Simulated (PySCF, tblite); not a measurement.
# C5H15OPSSi: geometry, infrared bands and NMR shifts

What infrared bands and NMR shifts should C5H15OPSSi (`CC(C)[P@](=S)(CO)C[SiH3]`) show?

Programs: tblite 0.8.0 and PySCF 2.14.0, with density-fitted response routines of our own. Each step states its level of theory. These are calculated values for one molecule in the gas phase, unless marked as measured. Atoms are numbered from 0 throughout.

## (1) Starting geometry

24 atoms, charge 0, multiplicity 1; geometry from: force field or distance geometry start.

Bonds of the start (Å): C0–C1 1.51, C1–C2 1.54, C1–P3 1.83, P3–S4 1.97, P3–C5 1.80, C5–O6 1.43, P3–C7 1.81, C7–Si8 1.83, C0–H9 1.09, C0–H10 1.10, C0–H11 1.10, C1–H12 1.08, C2–H13 1.10, C2–H14 1.10, C2–H15 1.08, C5–H16 1.09, C5–H17 1.09, O6–H18 0.99, C7–H19 1.10, C7–H20 1.09, Si8–H21 1.48, Si8–H22 1.49, Si8–H23 1.49.

## (2) Relaxing the molecule with GFN2-xTB

The job: settings as JSON, then the geometry in Å.

```
{"job": {"kind": "relax", "xc": "GFN2-xTB", "basis": "xTB"}, "charge": 0, "multiplicity": 1}
C     -2.300300    -0.720900    -0.636100
C     -0.877800    -0.859000    -0.135800
C     -0.803300    -2.005700     0.895900
P     -0.185400     0.713100     0.509300
S     -1.184000     1.493500     2.021600
C     -0.164600     1.799600    -0.925900
O      0.556000     2.979500    -0.557100
C      1.548200     0.417400     0.953800
Si     2.614400    -0.255700    -0.377300
H     -2.377000     0.052800    -1.402700
H     -2.995600    -0.440000     0.170400
H     -2.669700    -1.659800    -1.070300
H     -0.269900    -1.151100    -0.979700
H     -1.174700    -2.938300     0.454300
H     -1.423000    -1.768600     1.777000
H      0.209600    -2.170900     1.245300
H      0.327900     1.349000    -1.785200
H     -1.173200     2.085500    -1.218800
H      0.080600     3.370200     0.214600
H      1.573100    -0.261200     1.817800
H      1.959800     1.368900     1.302900
H      2.592100     0.612500    -1.580700
H      4.014000    -0.394100     0.105500
H      2.111000    -1.596800    -0.791200
```

The run is started by

```console
$ OMP_NUM_THREADS=1 python probes_run.py task.json out
```

The driver reads the jobs from task.json and runs them one after another.

**Question.** This job is followed by: GFN2-xTB harmonic vibrations, gas phase; GIAO PBE0/pcSseg-1 NMR shielding, non-relativistic, gas phase. What will the session give for the following? strongest single infrared mode (GFN2-xTB); zero-point energy (GFN2-xTB); ¹³C shifts against TMS (PBE0/pcSseg-1); ¹H shifts against TMS (PBE0/pcSseg-1, means over atoms taken as alike); ³¹P shifts against H3PO4 (PBE0/pcSseg-1); ³³S shifts against CS2 (PBE0/pcSseg-1); ¹⁷O shifts against H2O (PBE0/pcSseg-1); ²⁹Si shifts against TMS (PBE0/pcSseg-1).

**Answer**, as computed:

| quantity | value |
| --- | --- |
| strongest single infrared mode (GFN2-xTB) | 790 cm⁻¹, 356 km/mol |
| zero-point energy (GFN2-xTB) | 117.3 kcal/mol |
| ¹³C shifts against TMS (PBE0/pcSseg-1) | 65.0, 32.3, 17.2, 16.2, 13.2 ppm |
| ¹H shifts against TMS (PBE0/pcSseg-1, means over atoms taken as alike) | 4.07, 3.90, 3.85, 2.08, 1.99, 1.68, 1.17, 1.15, 1.11 ppm |
| ³¹P shifts against H3PO4 (PBE0/pcSseg-1) | 48.1 ppm |
| ³³S shifts against CS2 (PBE0/pcSseg-1) | -294 ppm |
| ¹⁷O shifts against H2O (PBE0/pcSseg-1) | 1.9 ppm |
| ²⁹Si shifts against TMS (PBE0/pcSseg-1) | -79.3 ppm |

**Reading.** Relaxing lowered the energy by 0.276 eV in 107 steps; the close pair that moved most is C7–Si8, from 1.833 to 1.907 Å. All 66 modes are real, so the xTB geometry is a minimum. The strongest single mode, at 790 cm⁻¹, is carried by H23, C7, Si8, H22. Unscaled tight-binding wavenumbers are off by several per cent, some by more. Its intensities can rank the bands wrongly. At PBE0/pcSseg-1: The widest tensor belongs to S4: span 329 ppm, with a paramagnetic part of -263 ppm.
